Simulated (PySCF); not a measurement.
# Ta(NH)Me3: geometry, NMR shifts and electronic excitations

What NMR shifts and electronic excitations should Ta(NH)Me3 (`[CH3][Ta]([CH3])([CH3])=[NH]`) show?

Programs: PySCF 2.14.0, with density-fitted response routines of our own. Each step states its level of theory. These are calculated values for one molecule in the gas phase, unless marked as measured. Atoms count from 0, in the outputs and in this text.

## 1. The molecule as given

15 atoms, charge 0, multiplicity 1; geometry from: GFN2-xTB. The atoms were then displaced at random by about 0.03 Å, so the start is not that level's minimum.

Bonds of the start (Å): Ta0–N1 1.77, Ta0–C3 2.32, Ta0–C7 2.36, Ta0–C11 2.23, N1–H2 1.00, C3–H4 1.12, C3–H5 1.03, C3–H6 1.05, C7–H8 1.02, C7–H9 1.07, C7–H10 1.17, C11–H12 1.17, C11–H13 1.05, C11–H14 1.12.

## 2. Relaxing the molecule at PBE0-D3(BJ)/def2-SVP

What the job is given:

```
{"job": {"xc": "PBE0", "basis": "def2-SVP", "d3": "d3bj", "grid": 1, "maxiter": 40, "shake": 0.03, "kind": "geom"}, "charge": 0, "multiplicity": 1}
Ta     0.061300    -0.076020     0.330860
N     -0.018580    -0.005120     2.100540
H     -0.064190     0.010320     3.094430
C      2.269030    -0.000750    -0.366920
H      2.179400    -0.161410    -1.475010
H      2.745050    -0.798560     0.079730
H      2.706620     0.925280    -0.127610
C     -1.031170     1.894590    -0.382980
H     -0.955700     1.983200    -1.394050
H     -0.701770     2.785200     0.117150
H     -2.175540     1.826920    -0.134670
C     -1.072190    -1.873270    -0.329470
H     -2.171710    -1.940890     0.053670
H     -0.589470    -2.778510    -0.083930
H     -1.213860    -1.867070    -1.437750
```

Launch:

```bash
$ OMP_NUM_THREADS=1 python probes_run.py task.json out
```

This one command runs all jobs of the session in turn.

The program printed:

```text
step   0  E = -231.73666810  max force = 0.083646
step   1  E = -231.76904848  max force = 0.030245
step   2  E = -231.77187445  max force = 0.025701
step   3  E = -231.77341970  max force = 0.004502
step   4  E = -231.77354217  max force = 0.003923
step   5  E = -231.77360216  max force = 0.000900
step   6  E = -231.77362349  max force = 0.000689
step   7  E = -231.77363678  max force = 0.000432
optimisation converged
```

It took 3.4 min on 1 thread of Intel Xeon at 2.50GHz, shared host; peak memory 0.58 GiB.

The steps of the relaxation:

| step | energy from step 0 (eV) | largest force component (eV/Å) |
| --- | --- | --- |
| 0 | 0.0000 | 4.3013 |
| 1 | -0.8811 | 1.5553 |
| 2 | -0.9580 | 1.3216 |
| 3 | -1.0001 | 0.2315 |
| 4 | -1.0034 | 0.2017 |
| 5 | -1.0050 | 0.0463 |
| 6 | -1.0056 | 0.0354 |
| 7 | -1.0060 | 0.0222 |

Close pairs (by a distance rule), those that changed most:

| bond | before (Å) | after (Å) | change (Å) |
| --- | --- | --- | --- |
| Ta0–C7 | 2.364 | 2.161 | -0.202 |
| Ta0–C3 | 2.317 | 2.159 | -0.157 |
| C7–H8 | 1.018 | 1.107 | +0.090 |
| C3–H5 | 1.031 | 1.103 | +0.072 |
| C7–H10 | 1.173 | 1.105 | -0.068 |
| Ta0–C11 | 2.225 | 2.160 | -0.065 |
| C11–H12 | 1.166 | 1.103 | -0.063 |
| C3–H6 | 1.052 | 1.105 | +0.053 |

The end geometry stands in the next job.

| at the end point | value |
| --- | --- |
| rotational constants (GHz, main isotopes) | 2.791, 2.776, 2.366 |
| dipole moment (D) | 0.83 |

## 3. Shielding tensors: PBE0/def2-TZVP+pcSseg-1

What the job is given:

```
{"job": {"kind": "nmr", "xc": "PBE0", "basis": {"default": "pcSseg-1", "Ta": "def2-TZVP"}}, "charge": 0, "multiplicity": 1}
Ta     0.000975    -0.000634     0.275642
N     -0.000327    -0.000693     2.038412
H      0.002182    -0.002970     3.050600
C      2.067646    -0.029503    -0.349379
H      2.123000    -0.134547    -1.450909
H      2.643173    -0.855006     0.101668
H      2.581455     0.909756    -0.076309
C     -1.023088     1.796343    -0.351238
H     -0.935523     1.913209    -1.448924
H     -0.632881     2.712849     0.122003
H     -2.098649     1.737336    -0.104982
C     -1.049417    -1.782688    -0.347501
H     -2.063035    -1.852568     0.081898
H     -0.504607    -2.694583    -0.045712
H     -1.143684    -1.792391    -1.451278
```

Method: GIAO PBE0/pcSseg-1 Ta:def2-TZVP NMR shielding, scalar relativity only through core potentials, gas phase.

The program printed:

```text
coarse grid: 54256 points
cycle   1  E = -231.5425206096  dE = -1.974e+01  |g| = 1.106e+00  |ddm| = 7.422e+00
cycle   2  E = -231.2984605464  dE =  2.441e-01  |g| = 1.394e+00  |ddm| = 3.060e+00
cycle   3  E = -231.8514890121  dE = -5.530e-01  |g| = 3.888e-01  |ddm| = 2.007e+00
cycle   4  E = -231.8798108729  dE = -2.832e-02  |g| = 1.800e-01  |ddm| = 3.038e-01
cycle   5  E = -231.8865882562  dE = -6.777e-03  |g| = 2.373e-02  |ddm| = 9.242e-02
cycle   6  E = -231.8867089824  dE = -1.207e-04  |g| = 8.913e-03  |ddm| = 2.288e-02
cycle   7  E = -231.8867305884  dE = -2.161e-05  |g| = 1.343e-03  |ddm| = 8.051e-03
cycle   8  E = -231.8867310945  dE = -5.061e-07  |g| = 3.275e-04  |ddm| = 1.569e-03
final grid: 113896 points
cycle   9  E = -231.8867842519  dE = -3.643e-09  |g| = 4.557e-04  |ddm| = 1.432e-03
cycle  10  E = -231.8867840330  dE =  2.189e-07  |g| = 1.056e-03  |ddm| = 1.199e-03
cycle  11  E = -231.8867842998  dE = -2.667e-07  |g| = 1.806e-04  |ddm| = 7.948e-04
cycle  12  E = -231.8867843071  dE = -7.308e-09  |g| = 2.794e-05  |ddm| = 1.304e-04
cycle  13  E = -231.8867843072  dE = -1.816e-10  |g| = 4.173e-06  |ddm| = 2.305e-05
converged SCF energy = -231.8867843072

GIAO shielding tensors (ppm)
atom      isotropic    diamagn.    paramagn.     s11        s22        s33       span
  0 Ta         nan         nan         nan        nan        nan        nan        nan
  1 N     -102.564     320.714    -423.278   -225.915   -225.062    143.285    369.201
  2 H       25.061      31.484      -6.423     22.845     22.854     29.484      6.639
  3 C      153.724     253.994    -100.270    109.610    162.879    188.683     79.073
  4 H       30.422      30.997      -0.576     27.815     30.733     32.716      4.901
  5 H       30.477      29.914       0.563     27.575     29.727     34.129      6.553
  6 H       31.023      30.021       1.002     27.617     30.443     35.009      7.393
  7 C      153.756     254.015    -100.260    109.598    163.040    188.628     79.030
  8 H       30.454      31.016      -0.562     27.834     30.768     32.759      4.925
  9 H       30.395      29.888       0.507     27.537     29.635     34.013      6.476
 10 H       31.099      30.079       1.020     27.653     30.542     35.101      7.448
 11 C      153.742     254.043    -100.301    110.227    162.478    188.522     78.296
 12 H       30.547      29.938       0.608     27.593     29.806     34.241      6.648
 13 H       30.956      30.026       0.930     27.633     30.338     34.896      7.264
 14 H       30.428      31.011      -0.583     27.827     30.745     32.714      4.888
```

Wall time 66 s (1 thread of Intel Xeon at 2.50GHz, shared host); peak memory 0.94 GiB.

Shifts follow as δ = σ(reference) − σ, with reference shieldings (ppm) from runs at the same level and on the same kind of geometry: ¹H TMS 31.27, ¹³C TMS 184.4, ¹⁵N NH3 265.7. The references are single molecules in the gas phase, so shifts against H2O, NH3, PH3, H3PO4 or CFCl3 are not on the usual liquid scales and can be off by tens of ppm. Atoms listed in one row are averaged.

| atoms | environment | σ (ppm) | δ (ppm) |
| --- | --- | --- | --- |
| C3, C7, C11 | carbon bonded to Ta, 3 H | 153.7 | 30.7 |
| H2 | hydrogen on a nitrogen bonded to Ta | 25.06 | 6.21 |
| H4, H5, H6, H8, H9 and 4 more | hydrogen on a carbon bonded to Ta | 30.64 | 0.62 |
| N1 | nitrogen bonded to Ta, H | -102.6 | 368.2 |

Atoms past Kr carry core potentials, so their printed shieldings have no meaning and are left out of the table.

The run also stored atomic charges by several schemes (e):

| atoms | Mulliken | ESP fit |
| --- | --- | --- |
| Ta0 | 0.99 | 1.58 |
| N1 | -0.42 | -1.11 |
| C3, C7, C11 | -0.68 | -0.83 |

Mayer bond orders: Ta0–N1 2.31, Ta0–C3 0.97, Ta0–C7 0.97, Ta0–C11 0.97.

With diffuse functions Mulliken charges and Mayer bond orders lose their meaning; the other schemes are steadier.

Orbitals, density, ELF and potential are computed afterwards from the orbital file.

Frontier orbitals at PBE0/def2-TZVP+pcSseg-1, with the share of their density that lies nearest to each atom:

| orbital | energy (eV) | lies on |
| --- | --- | --- |
| HOMO | -7.35 | N1 44 %; Ta0 15 %; C7 13 % |
| LUMO | -0.88 | Ta0 58 % |

ELF in a plane through or near 9 of the atoms.

Ten even steps from '0' (0.00) to '9' (1.00):
```
0000000000000000000000000000
0000000000000000000000000000
0000000000000000000000000000
0000000000000000000000000000
0000000599951000058850000000
0000002899983000399994100000
0000011699973002489994100000
0000378753675005773564310000
0001899952784223872399960000
0000899987845885487899991000
0000278633215886123599960000
0000000000001331000012200000
0000000000157887410000000000
0000000014888337751000000000
0000000079999579997200000000
0000000069999579998200000000
0000000002664126861000000000
0000000000000001100000000000
0000000000000000000000000000
0000000000000000000000000000
```
The map spans 10.6 Å across and 10.5 Å up, centred on the molecule. Atoms in the plane (x, y in Å): C3 (-1.8, 1.1), H5 (-2.7, 0.6), H6 (-1.7, 2.1), C7 (1.8, 1.0), H9 (1.9, 2.0), H10 (2.7, 0.4), C11 (0.0, -2.1), H12 (0.8, -2.6), H13 (-1.0, -2.6).

On the surface of density 0.002 e/bohr³ the electrostatic potential runs, from the 1st to the 99th percentile, from -0.98 V near N1 to 1.91 V near H8.

## 4. TDDFT and polarisability: PBE0/def2-SVPD

Settings changed since step 3:

```diff
@@ -1,2 +1,2 @@
-{"job": {"kind": "nmr", "xc": "PBE0", "basis": {"default": "pcSseg-1", "Ta": "def2-TZVP"}}, "charge": 0, "multiplicity": 1}
+{"job": {"kind": "uv", "xc": "PBE0", "basis": "def2-SVPD", "ip": true, "nstates": 10}, "charge": 0, "multiplicity": 1}
 Ta     0.000975    -0.000634     0.275642
```

Method: TDDFT PBE0/def2-SVPD, vertical, gas phase, core orbitals frozen in the response.

The program printed:

```text
coarse grid: 54256 points
cycle   1  E = -231.0197968783  dE = -1.237e+01  |g| = 1.659e+00  |ddm| = 8.745e+00
cycle   2  E = -230.1930860156  dE =  8.267e-01  |g| = 2.201e+00  |ddm| = 9.290e+00
cycle   3  E = -231.7376263926  dE = -1.545e+00  |g| = 3.747e-01  |ddm| = 8.109e+00
cycle   4  E = -231.7236027008  dE =  1.402e-02  |g| = 4.625e-01  |ddm| = 7.803e-01
cycle   5  E = -231.7728428017  dE = -4.924e-02  |g| = 4.001e-02  |ddm| = 4.100e-01
cycle   6  E = -231.7731211283  dE = -2.783e-04  |g| = 2.350e-02  |ddm| = 8.161e-02
cycle   7  E = -231.7732550864  dE = -1.340e-04  |g| = 2.945e-03  |ddm| = 2.157e-02
cycle   8  E = -231.7732572757  dE = -2.189e-06  |g| = 9.352e-04  |ddm| = 6.445e-03
final grid: 113896 points
cycle   9  E = -231.7733024334  dE =  6.881e-07  |g| = 1.984e-03  |ddm| = 7.498e-03
cycle  10  E = -231.7732963865  dE =  6.047e-06  |g| = 5.394e-03  |ddm| = 7.194e-03
cycle  11  E = -231.7733033941  dE = -7.008e-06  |g| = 3.687e-04  |ddm| = 4.818e-03
cycle  12  E = -231.7733034287  dE = -3.460e-08  |g| = 6.120e-05  |ddm| = 5.463e-04
cycle  13  E = -231.7733034296  dE = -9.867e-10  |g| = 6.879e-06  |ddm| = 9.989e-05
converged SCF energy = -231.7733034296

Static polarisability (au): isotropic 91.352, principal 90.420 91.716 91.920

Singlet excitations
state   eV       nm        f      main configurations
  1   4.6327    267.6   0.00000   H->L+1 0.46, H-1->L 0.46
  2   4.8095    257.8   0.00094   H-1->L 0.38, H->L+1 0.37, H->L 0.12
  3   4.8115    257.7   0.00093   H->L 0.39, H-1->L+1 0.36, H->L+1 0.12
  4   5.1976    238.5   0.00504   H-1->L+1 0.45, H->L 0.41
  5   5.3342    232.4   0.00001   H-2->L+1 0.46, H-3->L 0.46
  6   5.5393    223.8   0.01325   H-2->L 0.47, H-3->L+1 0.43
  7   5.5402    223.8   0.01377   H-3->L 0.46, H-2->L+1 0.44
  8   5.7893    214.2   0.04867   H-3->L+1 0.46, H-2->L 0.41
  9   6.0078    206.4   0.00290   H->L+2 0.82, H->L+3 0.12
 10   6.0148    206.1   0.00286   H-1->L+2 0.82, H-1->L+3 0.12

Triplet excitations (Tamm-Dancoff, eV): 4.1848 4.3627 4.3639 4.4798
```

Wall time 5.7 min (1 thread of Intel Xeon at 2.50GHz, shared host); peak memory 0.96 GiB.

Frontier orbitals and where they lie:

| orbital | eV | atoms |
| --- | --- | --- |
| HOMO−3 | -8.24 | Ta0 32 %, N1 23 %, C3 19 % |
| HOMO−2 | -8.23 | Ta0 32 %, N1 23 %, C7 20 % |
| HOMO−1 | -7.39 | N1 39 %, Ta0 22 %, C11 16 % |
| HOMO | -7.38 | N1 38 %, Ta0 22 %, C7 15 % |
| LUMO | -0.95 | Ta0 62 %, C11 8 %, C3 8 % |
| LUMO+1 | -0.94 | Ta0 62 %, C7 10 %, N1 6 % |
| LUMO+2 | -0.04 | Ta0 44 %, C3 7 %, C7 7 % |

With each of the 10 states as a Gaussian band of 0.4 eV half-width at 1/e, the curve within the window shown has maxima at 217 nm (ε 3,000) L/(mol cm). Beyond the last state computed it falls off for lack of states. The curve at chosen wavelengths:

```tsv
nm	ε (L/mol/cm)
196	508
200	998
205	1805
209	2431
214	2916
218	2961
223	2635
227	2194
232	1600
236	1180
240	846
245	549
249	390
254	260
258	191
263	132
267	99
271	73
276	49
280	35
285	22
289	15
294	9
298	5
303	3
307	2
```

Leading natural transition orbitals of singlet state 8: the hole lies on N1 29 %; Ta0 24 %; C3, C11 about 14 % each; the particle on Ta0 58 %.

Leading natural transition orbitals of singlet state 1: the hole lies on N1 39 %; C3 16 %; Ta0 15 %; the particle on Ta0 59 %; N1 6 %.

Ground-state properties from the same run:

| property | computed |
| --- | --- |
| dipole moment (D) | 0.93 |
| polarisability (Å³) | 13.54 |
| HOMO–LUMO gap (eV) | 6.43 |
| −ε(HOMO) (eV) | 7.38 |

## 5. Nuclear shieldings: B3LYP/def2-TZVP+pcSseg-1

Settings changed since step 4:

```diff
@@ -1,2 +1,2 @@
-{"job": {"kind": "uv", "xc": "PBE0", "basis": "def2-SVPD", "ip": true, "nstates": 10}, "charge": 0, "multiplicity": 1}
+{"job": {"kind": "nmr", "xc": "B3LYP", "basis": {"default": "pcSseg-1", "Ta": "def2-TZVP"}, "pop": false}, "charge": 0, "multiplicity": 1}
 Ta     0.000975    -0.000634     0.275642
```

With the program's defaults for keys left out, this is: GIAO B3LYP/pcSseg-1 Ta:def2-TZVP NMR shielding, scalar relativity only through core potentials, gas phase.

The program printed:

```text
coarse grid: 54256 points
cycle   1  E = -231.7676273494  dE = -1.968e+01  |g| = 1.150e+00  |ddm| = 7.429e+00
cycle   2  E = -231.4076501456  dE =  3.600e-01  |g| = 1.556e+00  |ddm| = 3.406e+00
cycle   3  E = -232.1157022279  dE = -7.081e-01  |g| = 3.833e-01  |ddm| = 2.356e+00
cycle   4  E = -232.1405882565  dE = -2.489e-02  |g| = 2.106e-01  |ddm| = 3.177e-01
cycle   5  E = -232.1499465058  dE = -9.358e-03  |g| = 2.161e-02  |ddm| = 1.060e-01
cycle   6  E = -232.1500477026  dE = -1.012e-04  |g| = 9.613e-03  |ddm| = 2.358e-02
cycle   7  E = -232.1500717506  dE = -2.405e-05  |g| = 1.903e-03  |ddm| = 8.784e-03
cycle   8  E = -232.1500726851  dE = -9.346e-07  |g| = 3.591e-04  |ddm| = 1.926e-03
final grid: 113896 points
cycle   9  E = -232.1501253584  dE = -4.754e-08  |g| = 3.387e-04  |ddm| = 1.572e-03
cycle  10  E = -232.1501253526  dE =  5.803e-09  |g| = 3.678e-04  |ddm| = 6.952e-04
cycle  11  E = -232.1501253849  dE = -3.235e-08  |g| = 8.801e-05  |ddm| = 3.940e-04
cycle  12  E = -232.1501253865  dE = -1.523e-09  |g| = 2.969e-05  |ddm| = 6.411e-05
cycle  13  E = -232.1501253867  dE = -2.041e-10  |g| = 8.636e-06  |ddm| = 2.534e-05
converged SCF energy = -232.1501253867

GIAO shielding tensors (ppm)
atom      isotropic    diamagn.    paramagn.     s11        s22        s33       span
  0 Ta         nan         nan         nan        nan        nan        nan        nan
  1 N     -108.845     320.636    -429.481   -229.860   -228.982    132.307    362.166
  2 H       25.018      31.676      -6.658     23.012     23.021     29.021      6.009
  3 C      148.341     252.077    -103.736    103.746    157.436    183.842     80.097
  4 H       30.559      30.942      -0.383     27.877     31.080     32.720      4.843
  5 H       30.591      29.894       0.698     27.787     30.019     33.968      6.181
  6 H       31.135      29.993       1.143     27.811     30.745     34.850      7.040
  7 C      148.374     252.099    -103.725    103.744    157.588    183.791     80.047
  8 H       30.591      30.960      -0.369     27.899     31.115     32.759      4.860
  9 H       30.510      29.870       0.640     27.753     29.925     33.851      6.098
 10 H       31.209      30.049       1.161     27.843     30.842     34.943      7.100
 11 C      148.366     252.130    -103.765    104.429    156.993    183.675     79.245
 12 H       30.660      29.918       0.741     27.802     30.099     34.078      6.276
 13 H       31.068      30.000       1.068     27.828     30.637     34.738      6.910
 14 H       30.566      30.957      -0.390     27.888     31.092     32.719      4.830
```

Run time: 41 s. Hardware: 1 thread of Intel Xeon at 2.50GHz, shared host; peak memory 0.94 GiB.

In short: δ C3 30.9, N1 372.4, H2 6.36, H4 0.62 ppm (means over like atoms).

## 6. Side by side: NMR shifts

Shifts (ppm), means over like atoms, with basis size and wall time:

| run | C3 | H2 | H4 | N1 | functions | time |
| --- | --- | --- | --- | --- | --- | --- |
| PBE0/def2-TZVP+pcSseg-1 | 30.7 | 6.21 | 0.62 | 368.2 | 158 | 66 s |
| B3LYP/def2-TZVP+pcSseg-1 | 30.9 | 6.36 | 0.62 | 372.4 | 158 | 41 s |

## 7. What came out

| quantity | value |
| --- | --- |
| rotational constants (main isotopes) | 2.79, 2.78, 2.37 GHz |
| ¹³C shifts against TMS (PBE0/def2-TZVP+pcSseg-1, means over atoms taken as alike) | 30.7 ppm |
| ¹H shifts against TMS (PBE0/def2-TZVP+pcSseg-1, means over atoms taken as alike) | 6.21, 0.62 ppm |
| ¹⁵N shifts against NH3 (PBE0/def2-TZVP+pcSseg-1) | 368.2 ppm |
| surface potential, 1st and 99th percentile | -0.98 V and 1.91 V |
| lowest singlet (PBE0/def2-SVPD) | 4.63 eV (268 nm), f = 0.000 |
| brightest single state of those computed | state 8, 5.79 eV, f = 0.049 |
| lowest triplet | 4.18 eV |
| range of the shift of N1 | 368.2 to 372.4 ppm |

**Reading.** The start was shaken at random, so part of the energy gained undoes that. The optimisation took 7 steps and gained 1.006 eV; among the close pairs (by a distance rule), Ta0–C7 changed most, from 2.364 to 2.161 Å. No frequency check was run at this level, so the end point may be a saddle. At PBE0/def2-TZVP+pcSseg-1: The largest span, 369 ppm, is at N1, where the paramagnetic term is -423 ppm. The first singlet state (HOMO→LUMO+1 0.46, HOMO−1→LUMO 0.46) lies at 4.63 eV and is dark; of the 10 states computed, the strongest absorption comes from state 8 at 5.79 eV. The lowest triplet lies 0.45 eV below the lowest singlet (triplets in Tamm-Dancoff, singlets in full TDDFT). Spin-orbit coupling, left out, mixes singlets and triplets in elements this heavy. Across the 2 runs the shift of N1 moves most, between 368.2 (PBE0/def2-TZVP+pcSseg-1) and 372.4 ppm (B3LYP/def2-TZVP+pcSseg-1). Spin-orbit coupling is left out, which matters for shieldings and couplings at and beside the heavy atoms.
